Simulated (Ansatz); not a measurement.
# Rh: the cost of one run

Computed with Ansatz 0.2.0 (DFT LDA, scalar-relativistic, plane waves, PAW, unless a step's input says otherwise).

23 further runs of the same task are left out: 23 set aside as unsound or not needed.

## 1. Starting point

Symmetry: Fm-3m, No. 225, cubic system. The conventional cell has a = 3.754 Å, b = 3.754 Å, c = 3.754 Å, α = 90.00°, β = 90.00°, γ = 90.00°. Rh (site symmetry m-3m) has 12 Rh at 2.65 Å as nearest neighbours.

As a file:

```cif
data_structure
_symmetry_space_group_name_H-M 'P 1'
_symmetry_Int_Tables_number 1
_cell_length_a 2.6545
_cell_length_b 2.6545
_cell_length_c 2.6545
_cell_angle_alpha 60.000
_cell_angle_beta 60.000
_cell_angle_gamma 60.000
_cell_volume 13.23
loop_
_atom_site_label
_atom_site_type_symbol
_atom_site_fract_x
_atom_site_fract_y
_atom_site_fract_z
_atom_site_occupancy
Rh1 Rh 0.00000 0.00000 0.00000 1
```

It is the result of an earlier relaxation at this level (volume 13.23 Å³/atom; gap on the mesh: none (metal)).

## 2. The scan

The energy is mapped over volume and the cell's shape.

The axes are (1) volume per atom: 7 values from 11.11 to 15.34 Å³; (2) c/a of the conventional cell: 9 values from 0.629 to 1.167.

Nothing else is relaxed (symmetry fixes all fractional coordinates). Energies count from the relaxed crystal. Points are written as (first, second).

## 3. The run at (11.11 Å³, 0.629)

input.yaml

```yaml
crystal:
  lattice:
    - [0.0, 2.0667999853, 1.3004305507]
    - [2.0667999853, 0.0, 1.3004305507]
    - [2.0667999853, 2.0667999853, 0.0]
  atoms:
    - { symbol: Rh, position: [0.0, 0.0, 0.0] }
basis:
  ecutwfc: 420
kpoints:
  mp_grid: { grid: [22, 22, 22] }
hamiltonian:
  xc: lda
  pseudopotentials: { kind: paw, azcp: { folder: soft_1 } }
scf:
  occupations: { method: gaussian, width: 0.15 }
output:
  forces: true
  stress: true
  eigenvalues: true
```

Command:

```
> ansatz run input.yaml --threads 1 --pin off --max-ram 2048MiB --backend cpu --events-out ev --progress --plain --runs-dir out
```

**Question.** How long does this run take on 1 thread of Arm Neoverse N1, shared host, and how much memory does it need?

About 14 s, with a peak of 0.38 GiB.
